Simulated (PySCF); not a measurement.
# FeF4: relaxation and vibrations of the singlet

The task is one start of a wider search on FeF4: the singlet, from a see-saw start. It is relaxed, tested by its Hessian and followed downhill if it is a saddle.

Program: PySCF 2.14.0. Level of theory: PBE0, basis Fe def2-SVP, F def2-SVP, no relativity, density fitting. These are calculated values, not measurements.

**1. Where the work starts**

5 atoms, charge 0, spin multiplicity 1.

Bond lengths: Fe1–F2 1.800 Å, Fe1–F3 1.800 Å, Fe1–F4 1.800 Å, Fe1–F5 1.800 Å. Angles: F2–Fe1–F3 170.0°, F2–Fe1–F4 86.9°, F2–Fe1–F5 86.9°, F3–Fe1–F4 86.9°, F3–Fe1–F5 86.9°, F4–Fe1–F5 104.0°.

```xyz
5
charge 0 multiplicity 1
Fe    0.0000    0.0000   -0.3644
F     0.0000    1.7932   -0.2075
F     0.0000   -1.7932   -0.2075
F     1.4184    0.0000    0.7438
F    -1.4184    0.0000    0.7438
```

**2. See-saw start, singlet: relaxation**

One driver script runs all steps and calls PySCF; scf.py shows how it sets up the SCF of each step. The optimiser is the driver's own. Before each start the driver seeks the lowest SCF state from one or more starting densities and follows internal instabilities, so scf.py alone need not reach the same state.

The program finds C2v symmetry in the start, which this walk keeps. Threshold on the gradient: 0.0003 Eh/bohr, with a further test on the energy change.

File scf.py:

```python
from pyscf import gto, scf, dft
mol = gto.M(atom='''
Fe     0.000000     0.000000    -0.364362
F      0.000000     1.793200    -0.207462
F     -0.000000    -1.793200    -0.207462
F      1.418400    -0.000000     0.743838
F     -1.418400     0.000000     0.743838''',
    basis={'Fe': 'def2-SVP', 'F': 'def2-SVP'},
    charge=0, spin=0)
mf = dft.RKS(mol, xc='PBE0')
mf.grids.atom_grid = (50, 194)
aux = {'Fe': 'def2-universal-JKFIT', 'F': 'def2-universal-JKFIT'}
mf = mf.density_fit(auxbasis=aux)
mf.kernel()
```

Steps of the walk:

```csv
step,energy (Eh),change (kJ/mol),largest symmetric gradient (Eh/bohr)
0,-1661.866820,0.00,0.11961
1,-1661.905030,-100.32,0.06960
2,-1661.934890,-178.72,0.02451
3,-1661.953582,-227.79,0.03497
4,-1661.969019,-268.32,0.01581
5,-1661.974417,-282.50,0.00732
6,-1661.974544,-282.83,0.00771
7,-1661.974611,-283.00,0.00244
8,-1661.974646,-283.09,0.00051
9,-1661.974646,-283.10,0.00009
```

The walk ran for 12 s (4 threads, shared host).

It settles in Td symmetry, 283.1 kJ/mol below the start, after 9 steps: Fe–F 1.667 Å (×4); F–Fe–F 109.3° (×4), F–Fe–F 109.8° (×2).

**3. Frequencies**

The point is checked on the finer grid, and tightened if its gradient asks for it. The Hessian and the dipole derivatives come from central differences of analytic gradients, with steps of 0.01 bohr.

Edit scf.py of step 2 so:

```diff
@@ -3,5 +3,5 @@
-Fe     0.000000     0.000000    -0.364362
-F      0.000000     1.793200    -0.207462
-F     -0.000000    -1.793200    -0.207462
-F      1.418400    -0.000000     0.743838
-F     -1.418400     0.000000     0.743838''',
+Fe     0.000000    -0.000000    -0.000000
+F     -0.002063     1.361476    -0.962709
+F     -0.000003    -1.361477    -0.962709
+F      1.362509     0.001031     0.961248
+F     -1.360443    -0.001030     0.964170''',
@@ -11 +11 @@
-mf.grids.atom_grid = (50, 194)
+mf.grids.atom_grid = (75, 302)
```

This SCF starts from the last density.

SCF at the final geometry:

```text
init E= -1661.97436186397
  HOMO = -0.384897085975027  LUMO = -0.199287850348558  gap/eV = 5.05068
cycle= 1 E= -1661.97436186373  delta_E= 2.4e-10  |g|= 3.99e-05  |ddm|= 2.63e-05
  HOMO = -0.384904715295425  LUMO = -0.19929843797722  gap/eV = 5.05060
cycle= 2 E= -1661.97436185995  delta_E= 3.78e-09  |g|= 0.000157  |ddm|= 9.31e-05
  HOMO = -0.384898089058852  LUMO = -0.199289139277981  gap/eV = 5.05068
cycle= 3 E= -1661.97436186393  delta_E= -3.98e-09  |g|= 1.79e-05  |ddm|= 7.45e-05
  HOMO = -0.384898500192123  LUMO = -0.199289454341396  gap/eV = 5.05068
cycle= 4 E= -1661.97436186399  delta_E= -5.28e-11  |g|= 6.8e-08  |ddm|= 1.07e-05
  HOMO = -0.384898515347271  LUMO = -0.199289469060833  gap/eV = 5.05068
Extra cycle  E= -1661.974361864  delta_E= -8.19e-12  |g|= 7.61e-08  |ddm|= 2.7e-07
converged SCF energy = -1661.974361864
```

The whole step took 12 s.

Geometry: Td; Fe–F 1.667 Å (×4); F–Fe–F 109.5° (×6).

Harmonic modes (main isotopes):

| symmetry | ω (cm⁻¹) | IR (km/mol) | μ (u) | type |
| --- | --- | --- | --- | --- |
| e | 212 | 0.0 | 19.00 | bend |
| t2 | 225 | 61.2 | 22.86 | bend |
| a1 | 716 | 0.0 | 19.00 | stretch |
| t2 | 797 | 354 | 24.09 | stretch |

Every mode is real; the point is a minimum.

Properties at this point:

- Dipole moment: 0.00 D
- Highest occupied level: -10.47 eV
- Lowest empty level: -5.42 eV
- Rotational constants: 0.1197, 0.1197, 0.1197 cm⁻¹
- Zero-point energy: 25.1 kJ/mol
- Principal polarisabilities: 26.0, 26.0, 26.0 bohr³
- Atomisation energy without zero-point energy: 1362 kJ/mol
- Principal traceless quadrupole moments about the centre of mass: 0.00, 0.00, 0.00 D Å
- Entropy at 298.15 K and 1 bar: 304.2 J/(mol K)
- Heat capacity Cp at 298.15 K: 82.7 J/(mol K)
- Enthalpy at 298.15 K above 0 K: 17.79 kJ/mol
- Rotational symmetry number: 12

Charges (e) and bond orders:

| atom | Mulliken | Löwdin | polar tensor | Mayer order to Fe1 |
| --- | --- | --- | --- | --- |
| Fe1 | 1.25 | 0.62 | 2.02 | – |
| F2,3,4,5 | -0.31 | -0.15 | -0.51 | 1.01 |

Mulliken populations on Fe1: s 6.19, p 12.52, d 6.03, f 0.01.

**4. Would spin polarisation lower it?**

At the lowest minimum the closed shell is tested against spin polarisation, on the (50, 194) grid. It is unstable: an open-shell solution lies lower. That solution was not followed to a minimum here.

**5. Outcome**

| quantity | value |
| --- | --- |
| minimum | singlet, Td (closed shell, unstable towards spin polarisation) |
| geometry | Fe–F 1.667 Å (×4); F–Fe–F 109.5° (×6) |
| wavenumbers (cm⁻¹) | 212 (e), 225 (t2), 716 (a1), 797 (t2) |
| dipole moment | 0.00 D |
| highest occupied, lowest empty level | -10.47, -5.42 eV |
| polar-tensor charge of Fe1 | +2.02 e |
| zero-point energy | 25.1 kJ/mol |

What this shows: The see-saw start (C2v) ends in a minimum of Td symmetry. In the infrared the band at 797 cm⁻¹ (t2, stretch) leads. The dipole vanishes although Fe1 carries +2.0 e by the polar tensor: the bond dipoles cancel. Only this shape and spin were tried, so other structures or states may lie lower. A stability analysis at the minimum finds the closed shell unstable towards spin polarisation: an open-shell solution lies lower, and these values are not those of the lowest state.

The search up to here took 37 s.
